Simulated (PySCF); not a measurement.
# H6OSi2Te: the cost of one run

Programs: PySCF 2.14.0, with routines of our own; each step states its level. All values are computed. Atoms count from 0.

## (1) The system as given

10 atoms, charge 0, multiplicity 1; geometry from: GFN2-xTB.

## (2) Optimising the geometry at PBE0-D3(BJ)/def2-SVP

The job: settings as JSON, then the geometry in Å.

```
{"job": {"xc": "PBE0", "basis": "def2-SVP", "d3": "d3bj", "grid": 1, "maxiter": 30, "shake": 0.01, "kind": "geom"}, "charge": 0, "multiplicity": 1}
O      2.557980    -0.816850     0.845400
Si     1.402230    -0.062810    -0.071220
Te    -0.639280    -1.115270     0.869100
Si    -2.186050     0.183740    -0.519380
H      3.457600    -0.595860     0.707260
H      1.650630    -0.333210    -1.485370
H      1.494240     1.388560     0.109410
H     -2.475300    -0.455370    -1.805030
H     -1.738680     1.538900    -0.760240
H     -3.472950     0.247240     0.236190
```

Command:

```bash
OMP_NUM_THREADS=1 python heavy_run.py task.json out
```

This one command runs all jobs of the session in turn.

Q: Estimate the wall time and peak memory of this first job on 1 thread of Arm Neoverse V2, shared host.

About 1.8 min, with a peak of 0.45 GiB.
